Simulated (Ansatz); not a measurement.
**C2H3Ga: basis-set convergence**

One table from this session's results is given with a row withheld; the runs are named, their logs left out.

Computed with Ansatz 0.2.0, Gaussian basis. Level: one geometry, several basis sets.

The runs, in order: PBE0-D4/def2-SVP; ωB97M-V/def2-SVP; PBE0-D4/def2-QZVPP; ωB97M-V/def2-QZVPP; the functionals' def2-TZVPP values are taken from earlier runs.

## Structure used throughout

All runs share one geometry, relaxed beforehand with PBE0-D4 in a triple-zeta def2 set.

SMILES `[CH]1=[CH][GaH]1`, 6 atoms, charge 0, spin multiplicity 1.

Atoms are counted from 1 here; the program's logs count them from 0.

Bond lengths: C1–C2 1.355 Å, C1–Ga3 1.889 Å, C1–H4 1.089 Å, C2–Ga3 1.889 Å, C2–H5 1.089 Å, Ga3–H6 1.527 Å. Angles: C2–C1–Ga3 69.0°, C2–C1–H4 131.0°, Ga3–C1–H4 160.0°, C1–C2–Ga3 69.0°, C1–C2–H5 131.0°, Ga3–C2–H5 160.0°, C1–Ga3–C2 42.0°, C1–Ga3–H6 159.0°, C2–Ga3–H6 159.0°.

Set-up of the first run:

The input, in.yaml:

```yaml
crystal:
  periodic: [false, false, false]
  atoms:
    - {symbol: C, position_ang: [-0.629331, -0.543691, -0.312250]}
    - {symbol: C, position_ang: [0.563402, -0.026596, -0.694694]}
    - {symbol: Ga, position_ang: [0.091077, 0.566605, 1.034983]}
    - {symbol: H, position_ang: [-1.315936, -1.213470, -0.828098]}
    - {symbol: H, position_ang: [1.134308, -0.151175, -1.613757]}
    - {symbol: H, position_ang: [0.198481, 1.304326, 2.367516]}
basis:
  gaussian: {orbitals: def2-SVP}
hamiltonian: {xc: pbe0, dispersion: d4}
output: {orbitals: {seedname: orbitals}}
```

The run is started by

```console
$ ansatz run in.yaml --threads 2 --pin off --events-out ev --progress --plain --max-ram 4352MiB
```

Among the steps run: PBE0-D4 in def2-SVP; ωB97M-V in def2-SVP; PBE0-D4 in def2-QZVPP; ωB97M-V in def2-QZVPP.

One of the session's tables, all rows but one given; the rest of the session is left out.

It belongs to the step «Density functionals: the series». 

```
functional       basis  HOMO (eV)
   PBE0-D4    def2-SVP      -6.23
   PBE0-D4  def2-TZVPP      -6.24
   PBE0-D4  def2-QZVPP      -6.26
   ωB97M-V    def2-SVP      -8.36
   ωB97M-V  def2-TZVPP      -8.38
   ωB97M-V  def2-QZVPP          ?
```

**Question.** Estimate the row for ωB97M-V, def2-QZVPP.

As computed: HOMO (eV): -8.40. In the column «HOMO (eV)» it is the lowest.
